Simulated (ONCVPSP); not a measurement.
# An ONCV potential for copper, from input to tests

Aim: build the potential from the settings below, then test how well it stands in for the atom: other configurations, scattering, ghost states and the plane-wave cutoff that it needs.

The numbers are computed with ONCVPSP 4.0.1.1 (patched build) (PBE, scalar-relativistic, spin-unpolarised reference atom).

## 1. Starting point

Typed settings, in words:

| Item | Value |
| --- | --- |
| element | copper (Cu, Z = 29) |
| type | optimised norm-conserving Vanderbilt (ONCV) |
| frozen core | [Ne] |
| valence charge | 19 |
| reference configuration | 3s2 3p6 3d10 4s1 |
| partial waves | 3s+4s: rc 0.95 bohr, ncon 3, nbas 6, qcut 10.6 1/bohr, 2 projectors; 3p: rc 0.65 bohr, ncon 3, nbas 6, qcut 14.5 1/bohr, 1 projector; 3d: rc 1.60 bohr, ncon 5, nbas 10, qcut 9.4 1/bohr, 3 projectors, debl 1.5 Ha; f scattering state at 0.31 Ha: rc 1.65 bohr, ncon 3, nbas 7, qcut 6 1/bohr, 2 projectors, debl 3.5 Ha |
| local potential | polynomial inside 0.65 bohr (lpopt 5, dvloc0 3 Ha) |
| core correction | not asked for |

The outer shells as boxes (Hund's rule for the drawing; the calculation is spin-unpolarised):

```
[Ne] core
3s [↑↓]
3p [↑↓][↑↓][↑↓]
3d [↑↓][↑↓][↑↓][↑↓][↑↓]
4s [↑ ]
```

## 2. Generating the potential

Cu.dat reads:

```
# ATOM AND REFERENCE CONFIGURATION
# atsym  z   nc   nv     iexc    psfile
  Cu 29.00    3    4        4      upf
#
#   n    l    f
    1    0    2.00
    2    0    2.00
    2    1    6.00
    3    0    2.00
    3    1    6.00
    3    2   10.00
    4    0    1.00
#
# PSEUDOPOTENTIAL AND OPTIMIZATION
# lmax
    3
#
#   l,   rc,      ep,       ncon, nbas, qcut
    0    0.95    0.00    3    6   10.60
    1    0.65    0.00    3    6   14.50
    2    1.60    0.00    5   10    9.40
    3    1.65    0.31    3    7    6.00
#
# LOCAL POTENTIAL
# lloc, lpopt,  rc(5),   dvloc0
    4    5    0.65    3.00
#
# VANDERBILT-KLEINMAN-BYLANDER PROJECTORs
# l, nproj, debl
    0    2    1.40
    1    1    1.70
    2    3    1.50
    3    2    3.50
#
# MODEL CORE CHARGE
# icmod, fcfact, rcfact
    0    0.00    0.00
#
# LOG DERIVATIVE ANALYSIS
# epsh1, epsh2, depsh
   -6.00    5.00    0.04
#
# OUTPUT GRID
# rlmax, drl
    6.00    0.01
#
# TEST CONFIGURATIONS
# ncnf
    4
# nvcnf
#   n    l    f
    4
    3    0    2.00
    3    1    6.00
    3    2   10.00
    4    0    0.00
#
    4
    3    0    2.00
    3    1    6.00
    3    2    9.00
    4    0    0.00
#
    4
    3    0    2.00
    3    1    6.00
    3    2    8.00
    4    0    0.00
#
    4
    3    0    2.00
    3    1    6.00
    3    2    7.00
    4    0    0.00
#
```

Started as:

```console
$ oncvpsp.x < Cu.dat > Cu.out
```

**Question.** What will these runs give? Wanted: cutoffs for 1 and 0.1 mHa per electron, occupied waves; bound ghosts; GHOST(+) flags; largest test error; largest phase difference near zero energy, channels read.

**Answer**, as computed:

| quantity | value |
| --- | --- |
| cutoffs for 1 and 0.1 mHa per electron, occupied waves | 87 Ha and 114 Ha |
| bound ghosts | f at -1.24 eV |
| GHOST(+) flags | none at low energy |
| largest test error (AE − PS) | +8.5 meV, for 3s2 3p6 3d10 4s0 (2 tests unsolved) |
| largest phase difference near zero energy, channels read | 3.140 rad |

**Reading.** A bound ghost (f) makes it unfit for use: electrons can fall into a state that the atom doesn't have. By total energies transferability is good where solved: the largest error is 8.5 meV on 8.2 eV, for 3s2 3p6 3d10 4s0. Atomic tests can pass in spite of a ghost, since they solve only for the levels asked. Of the tests 2 gave no usable energy difference, which is a warning in itself. The potential is very hard: the looser tolerance needs 87 Ha. At the looser tolerance the 3p wave is the slowest; 3s needs 47 Ha. Of the channels read, f scatters worst near zero energy, by up to 3.14 rad (at the energies tabulated). A step near π is an extra or missing state, not a misfit of shape. The pseudo curves have a pole with no partner nearby in the atom's: f at -0.04 Ha. All of this concerns the isolated atom, not yet a solid.
